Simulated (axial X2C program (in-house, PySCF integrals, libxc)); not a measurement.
# CeCl⁺: Ω levels from open-shell CI on f1 s1 d(πδ)0

Aim: the spin–orbit levels of CeCl⁺ that arise from the configuration f1 s1 d(πδ)0 of Ce, and how they move with the bond.

Program: an in-house X2C program for linear molecules on PySCF integrals. Level of theory: two-component X2C, average-of-configuration Hartree–Fock and CI in the open shells. These are calculated values, not measurements.

All values are calculated.

### Step 1. Input

task.json reads:

```json
{
 "zs": [
  58,
  17
 ],
 "q": 1,
 "bas": [
  "dyall-v3z",
  "dyall-v3z"
 ],
 "r0": 2.47,
 "metal": 0,
 "shells": [
  [
   3,
   [
    0,
    1,
    2,
    3
   ],
   1
  ],
  [
   0,
   [
    0
   ],
   1
  ],
  [
   2,
   [
    1,
    2
   ],
   0
  ]
 ],
 "fix": 0,
 "emax": 2.2,
 "nroots": 6
}
```

Keys: zs atomic numbers; q charge; bas basis sets; r0 starting distance in Å; metal index of the metal atom; shells open shells as [l, |m| values, electrons]; fix electron count of the first shell held; emax energy window in eV; nroots roots for each Ω.

Command:

```sh
$ python soci.py task.json out
```

Two-component X2C with atomic mean-field Coulomb and Gaunt terms, basis Ce dyall-v3z, Cl dyall-v3z (cores contracted in-house). Orbitals come from Hartree–Fock averaged over the configuration Ce f1 s1 d(πδ)0; CI then distributes these electrons over the f, s, d(πδ) shells of Ce.

### Step 2. CI at R = 2.475 Å

Output:

```text
average of configuration f1 s1 d(πδ)0
basis functions 222  fitting functions 1175
iter      average energy  largest gradient
   1      -9313.615999779   1.02e+00
   2      -9313.627304586   2.10e-03
   3      -9313.627333420   1.39e-03
   4      -9313.627333783   7.27e-05
   5      -9313.627333848   2.45e-04
   6      -9313.627333866   6.96e-05
   7      -9313.627333872   4.00e-05
   8      -9313.627333872   1.90e-05
converged
CI levels
2*Omega        energy/Eh    cm-1   g(par)  dipole/D  leading shell counts
    8     -9313.65097479        0   6.271   -4.808  {'1 0 1': 0.994}
    0     -9313.64850737      542   0.000   -4.789  {'1 0 1': 0.955, '1 1 0': 0.045}
    2     -9313.64705424      860   1.689   -4.698  {'1 0 1': 0.964, '1 1 0': 0.033}
    6     -9313.64606041     1079   4.867   -4.793  {'1 0 1': 0.86, '1 1 0': 0.139}
    4     -9313.64480940     1353   3.081   -4.650  {'1 0 1': 0.931, '1 1 0': 0.063}
   10     -9313.64423606     1479  10.112   -4.849  {'1 0 1': 0.995}
    2     -9313.64316287     1715   3.343   -4.720  {'1 0 1': 0.825, '1 1 0': 0.174}
    8     -9313.64306807     1735   8.135   -4.463  {'1 0 1': 0.982}
    4     -9313.64269506     1817   5.075   -4.619  {'1 0 1': 0.794, '1 1 0': 0.203}
    0     -9313.64221349     1923   0.000   -4.697  {'1 0 1': 0.854, '1 1 0': 0.145}
    6     -9313.64198469     1973   6.157   -4.613  {'1 0 1': 0.765, '1 1 0': 0.232}
    0     -9313.64192914     1985   0.000   -4.666  {'1 0 1': 0.842, '1 1 0': 0.156}
    2     -9313.63927326     2568   0.829   -4.564  {'1 0 1': 0.922, '1 1 0': 0.071}
    8     -9313.63848615     2741   8.027   -4.783  {'1 0 1': 0.997}
    4     -9313.63826453     2790   2.848   -4.369  {'1 1 0': 0.557, '1 0 1': 0.439}
    6     -9313.63819885     2804   6.034   -4.602  {'1 0 1': 0.734, '1 1 0': 0.261}
   12     -9313.63744569     2969  14.005   -4.842  {'1 0 1': 0.994}
    0     -9313.63623154     3236   0.000   -4.724  {'1 0 1': 0.839, '1 1 0': 0.161}
    2     -9313.63570286     3352   2.020   -4.631  {'1 0 1': 0.749, '1 1 0': 0.249}
    4     -9313.63569822     3353   3.010   -4.439  {'1 1 0': 0.565, '1 0 1': 0.431}
    4     -9313.63391760     3744   4.255   -4.555  {'1 0 1': 0.804, '1 1 0': 0.192}
    2     -9313.63388361     3751   0.851   -4.346  {'1 1 0': 0.743, '1 0 1': 0.256}
   10     -9313.63295408     3955  11.889   -4.892  {'1 0 1': 0.999}
    0     -9313.63249384     4056   0.000   -4.521  {'1 0 1': 0.957}
    6     -9313.63243399     4069   7.102   -4.518  {'1 0 1': 0.819, '1 1 0': 0.175}
    6     -9313.63215353     4131   6.105   -4.433  {'1 1 0': 0.629, '1 0 1': 0.368}
    0     -9313.63196033     4173   0.000   -4.364  {'1 1 0': 0.763, '1 0 1': 0.237}
    4     -9313.63184898     4198   4.434   -4.396  {'1 1 0': 0.64, '1 0 1': 0.358}
    8     -9313.63181149     4206   9.609   -4.651  {'1 0 1': 0.917, '1 1 0': 0.078}
    2     -9313.63141048     4294   2.416   -4.469  {'1 0 1': 0.621, '1 1 0': 0.372}
    0     -9313.62925129     4768   0.000   -4.277  {'1 1 0': 0.758, '1 0 1': 0.24}
    8     -9313.62752746     5146   9.983   -4.287  {'1 1 0': 0.909, '1 0 1': 0.089}
    0     -9313.62706446     5248   0.000   -4.573  {'1 0 1': 0.971}
    6     -9313.62605242     5470   7.617   -4.278  {'1 1 0': 0.898, '1 0 1': 0.101}
    0     -9313.62420336     5876   0.000   -4.576  {'1 0 1': 0.95, '1 1 0': 0.038}
    0     -9313.62125038     6524   0.000   -4.159  {'1 1 0': 0.787, '1 0 1': 0.212}
    0     -9313.61895886     7027   0.000   -3.935  {'1 0 1': 0.984}
    0     -9313.61869299     7085   0.000   -4.329  {'1 1 0': 0.53, '1 0 1': 0.462}
    8     -9313.61641893     7584   8.730   -3.754  {'1 0 1': 0.973}
   10     -9313.60980477     9036  11.983   -3.785  {'1 0 1': 0.971}
   10     -9313.59516509    12249  10.026   -4.854  {'1 0 1': 0.996}
```

Dipoles in the output refer to the first atom as origin, so for this ion they depend on that choice.

Wall time 2.5 s (1 thread of Arm Neoverse N1, shared host); peak memory 0.37 GiB.

Active spinors (ω > 0; filled shells left out):

```csv
shell,ω,ε (eV),character
f,5/2,0.87,100% Ce f
f,3/2,0.94,100% Ce f
f,1/2,0.94,99% Ce f
f,7/2,1.05,100% Ce f
f,5/2,1.12,100% Ce f
f,1/2,1.14,99% Ce f
f,3/2,1.15,99% Ce f
s,1/2,-7.73,"66% Ce s, 30% Ce d"
d(πδ),3/2,-4.03,100% Ce d
d(πδ),5/2,-3.96,100% Ce d
d(πδ),1/2,-3.61,"84% Ce d, 8% Ce p, 4% Cl p"
d(πδ),3/2,-3.52,"85% Ce d, 7% Ce p, 4% Cl p"
```

The levels:

```csv
Ω,energy (cm⁻¹),g∥,configuration
4,0,6.27,99% f1 d(πδ)1
0,542,0.00,96% f1 d(πδ)1
1,860,1.69,96% f1 d(πδ)1
3,1079,4.87,86% f1 d(πδ)1 + 14% f1 s1
2,1353,3.08,93% f1 d(πδ)1 + 6% f1 s1
5,1479,10.11,100% f1 d(πδ)1
1,1715,3.34,82% f1 d(πδ)1 + 17% f1 s1
4,1735,8.14,98% f1 d(πδ)1
2,1817,5.08,79% f1 d(πδ)1 + 20% f1 s1
0,1923,0.00,85% f1 d(πδ)1 + 14% f1 s1
3,1973,6.16,76% f1 d(πδ)1 + 23% f1 s1
0,1985,0.00,84% f1 d(πδ)1 + 16% f1 s1
1,2568,0.83,92% f1 d(πδ)1 + 7% f1 s1
4,2741,8.03,100% f1 d(πδ)1
2,2790,2.85,56% f1 s1 + 44% f1 d(πδ)1
3,2804,6.03,73% f1 d(πδ)1 + 26% f1 s1
6,2969,14.00,99% f1 d(πδ)1
0,3236,0.00,84% f1 d(πδ)1 + 16% f1 s1
1,3352,2.02,75% f1 d(πδ)1 + 25% f1 s1
2,3353,3.01,56% f1 s1 + 43% f1 d(πδ)1
```

g∥ is the magnitude of 2⟨Lz + ge Sz⟩ for the +Ω component.

### Step 3. The same at R = 2.302 Å

```csv
Ω,energy (cm⁻¹),g∥,configuration
4,0,6.20,100% f1 d(πδ)1
0,350,0.00,90% f1 d(πδ)1 + 10% f1 s1
1,751,1.78,90% f1 d(πδ)1 + 10% f1 s1
3,811,5.14,73% f1 d(πδ)1 + 27% f1 s1
2,1195,3.37,80% f1 d(πδ)1 + 20% f1 s1
1,1380,3.20,72% f1 d(πδ)1 + 28% f1 s1
5,1397,10.13,100% f1 d(πδ)1
2,1461,4.43,67% f1 d(πδ)1 + 33% f1 s1
3,1572,5.58,66% f1 d(πδ)1 + 34% f1 s1
0,1669,0.00,71% f1 d(πδ)1 + 29% f1 s1
```

### Step 4. Curves along the bond

The same input was run at the other distances (logs left out). Energies in cm⁻¹ from the lowest point; levels are followed by energy order within each Ω.

```csv
R (Å),(1)Ω=4,(1)Ω=0,(1)Ω=1,(1)Ω=3,(1)Ω=2,(1)Ω=5,(2)Ω=4
2.302,3439,3789,4190,4250,4634,4836,5328
2.388,1125,1596,1956,2103,2436,2562,2963
2.475,62,604,923,1141,1415,1541,1798
2.574,0,577,856,1135,1349,1530,1603
2.673,807,1381,1627,1946,2109,2394,2281
2.784,2405,2931,3143,3484,3592,4069,3737
2.921,5152,5500,5657,6060,6030,7052,6277
```

Constants where the minimum is well bracketed:

```csv
level of the curve,Te (cm⁻¹),Re (Å),ωe (cm⁻¹)
(1)Ω=4,0,2.528,352.9
(1)Ω=0,565,2.525,348.2
(1)Ω=1,862,2.529,346.8
(1)Ω=2,1356,2.529,344.8
(2)Ω=4,1655,2.542,344.2
```

### Step 5. What came out

```
                 quantity                            value
lowest level of the model  Ω = 4, g∥ = 6.27, 99% f1 d(πδ)1
               next level           Ω = 0, 542 cm⁻¹ higher
  lowest curve, Re and ωe              2.528 Å, 352.9 cm⁻¹
```

In the lowest level ⟨Sz⟩ = -0.86 and ⟨Lz⟩ = 4.86; its leading determinant has weight 0.96 among 16. From 2.475 to 2.302 Å the gap from the lowest to the fifth level goes from 1353 to 1195 cm⁻¹. Without dynamic correlation distances can be off by several hundredths of an Å, and the wavenumbers are rough. Dynamic correlation is missing, so gaps between terms are too wide and other configurations may lie lower; the lowest level listed is that of this model, not necessarily the ground state. The lowest levels belong to f1 d(πδ)1, not to the averaged configuration, so orbitals and distance suit them less well. At most 6 roots were kept for each Ω > 0 (twice that for Ω = 0) within 2.2 eV of the lowest, so higher up levels can be missing between those listed; levels with Ω > 0 are doubly degenerate and listed once, Ω = 0 levels singly. States that fill the shells left empty in the average are placed too high.
